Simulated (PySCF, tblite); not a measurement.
# C5H14N2: geometry, infrared bands and NMR shifts

Wanted: the infrared bands and NMR shifts of C5H14N2 (`CCCN(N)CC`), by calculation.

Computed with tblite 0.8.0 and PySCF 2.14.0, with density-fitted response routines of our own, on a single molecule in the gas phase. Atoms are numbered from 0 throughout.

## 1. Starting geometry

21 atoms, charge 0, multiplicity 1; geometry from: force field or distance geometry start.

Bonds of the start (Å): C0–C1 1.54, C1–C2 1.52, C2–N3 1.49, N3–N4 1.44, N3–C5 1.48, C5–C6 1.52, C0–H7 1.09, C0–H8 1.09, C0–H9 1.09, C1–H10 1.09, C1–H11 1.11, C2–H12 1.09, C2–H13 1.09, N4–H14 1.02, N4–H15 1.03, C5–H16 1.09, C5–H17 1.10, C6–H18 1.09, C6–H19 1.09, C6–H20 1.10.

## 2. Optimising the geometry with GFN2-xTB

Job settings and geometry (Å):

```
{"job": {"kind": "relax", "xc": "GFN2-xTB", "basis": "xTB"}, "charge": 0, "multiplicity": 1}
C      3.146400    -0.244900     0.330500
C      1.796000     0.463200     0.515500
C      0.652900    -0.395500    -0.011400
N     -0.673300     0.235900     0.236800
N     -0.844100     1.421200    -0.554900
C     -1.763700    -0.720900    -0.075000
C     -3.114400    -0.220600     0.416500
H      3.165800    -1.195400     0.864600
H      3.955800     0.375700     0.721800
H      3.327300    -0.431000    -0.725100
H      1.837100     1.426600     0.014800
H      1.648800     0.653200     1.595400
H      0.778300    -0.586000    -1.076300
H      0.689100    -1.364400     0.491900
H     -0.522400     1.307800    -1.521100
H     -0.319100     2.206300    -0.156200
H     -1.803700    -0.926900    -1.145700
H     -1.566800    -1.680500     0.433100
H     -3.879600    -0.984600     0.248200
H     -3.424400     0.688500    -0.093400
H     -3.095100    -0.010700     1.499800
```

On the command line:

```bash
OMP_NUM_THREADS=1 python probes_run.py task.json out
```

This one command runs all jobs of the session in turn.

**Question.** This job is followed by: GFN2-xTB harmonic vibrations, gas phase; GIAO PBE0/pcSseg-1 NMR shielding, non-relativistic, gas phase. What will the session give for the following? strongest single infrared mode (GFN2-xTB); zero-point energy (GFN2-xTB); ¹³C shifts against TMS (PBE0/pcSseg-1); ¹H shifts against TMS (PBE0/pcSseg-1, means over atoms taken as alike); ¹⁵N shifts against NH3 (PBE0/pcSseg-1).

The runs gave:

```
                                                              quantity                                   value
                             strongest single infrared mode (GFN2-xTB)                   2810 cm⁻¹, 127 km/mol
                                          zero-point energy (GFN2-xTB)                          119.4 kcal/mol
                                ¹³C shifts against TMS (PBE0/pcSseg-1)        70.9, 58.2, 26.6, 16.2, 13.8 ppm
¹H shifts against TMS (PBE0/pcSseg-1, means over atoms taken as alike)  2.37, 2.26, 1.99, 1.55, 1.40, 1.02 ppm
                                ¹⁵N shifts against NH3 (PBE0/pcSseg-1)                         102.6, 94.9 ppm
```

What this shows: Over 45 steps the energy fell by 0.105 eV; of the close pairs, C2–N3 changed most, 1.490 to 1.457 Å. All 57 modes are real, so the xTB geometry is a minimum. The strongest single mode, at 2810 cm⁻¹, moves mainly H16. Unscaled tight-binding wavenumbers are off by several per cent, some by more. Its intensities can rank the bands wrongly. At PBE0/pcSseg-1: The largest span, 132 ppm, is at N4, where the paramagnetic term is -144 ppm.
